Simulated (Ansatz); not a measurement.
Predict the output of the script below (Ansatz 0.2.0 through its Python package).

`fh3nssi_scan.py`:
```python
'''Stretching a bond of FH3NSSi, the rest held rigid.'''

import ansatz
import numpy as np

GEOMETRY = '''
N    -0.91060   -0.63290    0.16140
Si    0.57560    0.11230    0.26680
F     0.43750    1.30780    1.30910
S     0.91160    0.88380   -1.68410
H    -1.59450    0.19010    0.03080
H    -0.97030   -1.02710   -0.76110
H     1.61200   -0.90200    0.63150
'''


def main() -> None:
    molecule = ansatz.Crystal.molecule()
    for line in GEOMETRY.strip().splitlines():
        symbol, *xyz = line.split()
        molecule = molecule.atom(symbol, [float(v) for v in xyz])

    symbols = [site.symbol for site in molecule.cartesian_sites]
    start = np.array([site.position_ang for site in molecule.cartesian_sites])
    axis = (start[0] - start[1]) / np.linalg.norm(start[0] - start[1])
    moving = [0, 4, 5]
    lengths, energies = [1.466, 1.533, 1.599, 1.666, 1.733, 1.799, 1.866, 1.966], []
    for length in lengths:
        xyz = start.copy()
        xyz[moving] += (length - np.linalg.norm(start[0] - start[1])) * axis
        point = ansatz.Crystal.molecule()
        for symbol, place in zip(symbols, xyz):
            point = point.atom(symbol, place.tolist())
        calculation = (
            point.calculation()
            .basis(gaussian='cc-pVDZ')
            .functional('hf')
            .spin('collinear', total=1)
        )
        data = calculation.run(threads=1).report
        energies.append(data['free_energy_ev'])
        print(f'r = {length:6.3f} A  E = {energies[-1]:.5f} eV  <S^2> = {abs(data["mean_field"]["state"]["spin_squared"]):.3f}')

    # quartic fit about the minimum
    fit = np.polynomial.Polynomial.fit(lengths, np.array(energies) - min(energies), 4).convert()
    roots = [r.real for r in fit.deriv().roots() if abs(r.imag) < 1e-9 and fit.deriv(2)(r.real) > 0]
    r_e = min(roots, key=lambda r: abs(r - lengths[int(np.argmin(energies))]))
    print(f'minimum of the fit at {r_e:.4f} A, force constant {fit.deriv(2)(r_e):.2f} eV/A^2')


if __name__ == '__main__':
    main()
```

Output of `python fh3nssi_scan.py`:
```text
r =  1.466 A  E = -22915.24261 eV  <S^2> = 0.758
r =  1.533 A  E = -22916.11662 eV  <S^2> = 0.758
r =  1.599 A  E = -22916.65406 eV  <S^2> = 0.758
r =  1.666 A  E = -22916.95583 eV  <S^2> = 0.759
r =  1.733 A  E = -22917.07556 eV  <S^2> = 0.759
r =  1.799 A  E = -22917.06227 eV  <S^2> = 0.759
r =  1.866 A  E = -22916.95141 eV  <S^2> = 0.759
r =  1.966 A  E = -22916.66114 eV  <S^2> = 0.760
minimum of the fit at 1.7570 A, force constant 25.95 eV/A^2
```

Total energies depend on the basis set; only differences at equal settings carry meaning. The rest of the molecule is held rigid at a force-field or estimated start geometry, and the basis set is modest; single-reference methods fail as a bond breaks. The run takes the species as open-shell (spin multiplicity 2), which needn't be its ground state. Hartree-Fock leaves correlation out, so bond, atomisation and ionisation energies come out well too low. Run time: 37 s on 1 thread of Arm Neoverse V1 (shared host), peak memory 0.23 GiB.
